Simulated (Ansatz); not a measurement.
# Al7Si: the cost of one run

Method: DFT PBEsol, scalar-relativistic, plane waves, PAW, in Ansatz 0.2.0.

1 further run of the same task is left out (set aside as unsound or not needed).

## Step 1: The starting structure

The structure is cubic, space group Fm-3m (No. 225). The conventional cell has a = 8.037 Å, b = 8.037 Å, c = 8.037 Å, α = 90.00°, β = 90.00°, γ = 90.00°. Al (site symmetry mmm) is surrounded by 10 Al at 2.84 Å and 2 Si at 2.84 Å. Around Al (site symmetry m-3m) lie 12 Al at 2.84 Å. Si (site symmetry m-3m) is surrounded by 12 Al at 2.84 Å.

Structure file:

```cif
data_structure
_symmetry_space_group_name_H-M 'Fm-3m'
_symmetry_Int_Tables_number 225
_cell_length_a 8.0372
_cell_length_b 8.0372
_cell_length_c 8.0372
_cell_angle_alpha 90.000
_cell_angle_beta 90.000
_cell_angle_gamma 90.000
_cell_volume 519.18
loop_
_atom_site_label
_atom_site_type_symbol
_atom_site_symmetry_multiplicity
_atom_site_Wyckoff_symbol
_atom_site_fract_x
_atom_site_fract_y
_atom_site_fract_z
_atom_site_occupancy
Al1 Al 24 d 0.25000 0.25000 0.00000 1
Al2 Al 4 b 0.50000 0.00000 0.00000 1
Si1 Si 4 a 0.00000 0.00000 0.00000 1
```

The cell was relaxed beforehand at this level, from a generated guess; it needn't be the stable form of this composition. At a tolerance of 0.05 Å it has space group Fm-3m (No. 225); it has 16.22 Å³/atom, an uncorrected energy of +0.06 eV/atom over the elements and, on its mesh, gap none (metal).

## Step 2: Level of theory: PBEsol

input.yaml reads:

```yaml
crystal:
  lattice:
    - [0.0, 4.0186148666, 4.0186148666]
    - [4.0186148666, 0.0, 4.0186148666]
    - [4.0186148666, 4.0186148666, 0.0]
  atoms:
    - { symbol: Al, position: [0.0, 0.0, 0.5] }
    - { symbol: Al, position: [0.0, 0.5, 0.0] }
    - { symbol: Al, position: [0.0, 0.5, 0.5] }
    - { symbol: Al, position: [0.5, 0.0, 0.0] }
    - { symbol: Al, position: [0.5, 0.0, 0.5] }
    - { symbol: Al, position: [0.5, 0.5, 0.0] }
    - { symbol: Al, position: [0.5, 0.5, 0.5] }
    - { symbol: Si, position: [0.0, 0.0, 0.0] }
basis:
  ecutwfc: 420
kpoints:
  mp_grid: { grid: [8, 8, 8] }
  band_path:
    path:
      - [[0.0, 0.0, 0.0], [0.5, 0.0, 0.5], [0.625, 0.25, 0.625]]
      - [[0.375, 0.375, 0.75], [0.0, 0.0, 0.0], [0.5, 0.5, 0.5], [0.5, 0.25, 0.75], [0.5, 0.0, 0.5]]
    npoints: 14
hamiltonian:
  xc: pbesol
scf:
  occupations: { method: gaussian, width: 0.1 }
  n_extra_bands: 20
output:
  forces: true
  stress: true
  eigenvalues: true
  populations: true
  dos: { projected: true, de: 0.02, nscf_kmesh: { grid: [10, 10, 10] } }
  bader: true
```

Launch:

```console
$ ansatz run input.yaml --threads 1 --pin off --max-ram 2048MiB --backend cpu --events-out ev --progress --plain --runs-dir out
```

What time and memory should one allow on 1 thread of Intel Xeon Platinum 8488C (Sapphire Rapids), shared host?

About 71 s, with a peak of 0.53 GiB.
